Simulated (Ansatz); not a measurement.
# Si: the cost of one run

Computed with Ansatz 0.2 early development (run time, Wannier functions, PBE, NC, unless a step's input says otherwise).

**1. The system as given**

The structure is cubic, space group Fd-3m (No. 227). The conventional cell has a = 5.430 Å, b = 5.430 Å, c = 5.430 Å, α = 90.00°, β = 90.00°, γ = 90.00°. Si (site symmetry -43m) is surrounded by 4 Si at 2.35 Å.

As a file:

```cif
data_structure
_symmetry_space_group_name_H-M 'P 1'
_symmetry_Int_Tables_number 1
_cell_length_a 5.4300
_cell_length_b 5.4300
_cell_length_c 5.4300
_cell_angle_alpha 90.000
_cell_angle_beta 90.000
_cell_angle_gamma 90.000
_cell_volume 160.10
loop_
_atom_site_label
_atom_site_type_symbol
_atom_site_fract_x
_atom_site_fract_y
_atom_site_fract_z
_atom_site_occupancy
Si1 Si 0.00000 0.00000 0.00000 1
Si2 Si 0.00000 0.50000 0.50000 1
Si3 Si 0.50000 0.00000 0.50000 1
Si4 Si 0.50000 0.50000 0.00000 1
Si5 Si 0.25000 0.25000 0.25000 1
Si6 Si 0.25000 0.75000 0.75000 1
Si7 Si 0.75000 0.25000 0.75000 1
Si8 Si 0.75000 0.75000 0.25000 1
```

**2. The run**

input.yaml reads:

```yaml
crystal:
  lattice:
  - [5.43, 0.0, 0.0]
  - [0.0, 5.43, 0.0]
  - [0.0, 0.0, 5.43]
  atoms:
  - symbol: Si
    position: [0.0, 0.0, 0.0]
  - symbol: Si
    position: [0.0, 0.5, 0.5]
  - symbol: Si
    position: [0.5, 0.0, 0.5]
  - symbol: Si
    position: [0.5, 0.5, 0.0]
  - symbol: Si
    position: [0.25, 0.25, 0.25]
  - symbol: Si
    position: [0.25, 0.75, 0.75]
  - symbol: Si
    position: [0.75, 0.25, 0.75]
  - symbol: Si
    position: [0.75, 0.75, 0.25]
kpoints:
  mp_grid:
    grid: [2, 2, 2]
    shift: [0, 0, 0]
hamiltonian:
  xc: pbe
  dispersion: none
  pseudopotentials: {kind: nc, accuracy: standard}
scf:
  max_iter: 150
  occupations: {method: fixed}
  convergence: {dr2_threshold: 1.0e-9 eV}
  n_bands: 20
basis: {ecutwfc: 300 eV}
output:
  wannier:
    kmesh: [3, 3, 3]
    minimise: true
    write_tb: true
    seedname: m
    num_bands: 16
    projections:
    - {site: 0, l: s}
    - {site: 0, l: p}
    - {site: 1, l: s}
    - {site: 1, l: p}
    - {site: 2, l: s}
    - {site: 2, l: p}
    - {site: 3, l: s}
    - {site: 3, l: p}
```

The run is started by

```console
ansatz run input --backend cuda --devices 2 --max-ram 64GiB --threads 16 --events-out ev
```

What time and memory should one allow on 1 × NVIDIA GB300 with 16 threads of Arm Neoverse V2 (Grace), shared host?

About 2.5 s, with a peak of 1.4 GiB on the host and 0.57 GiB on a GPU.
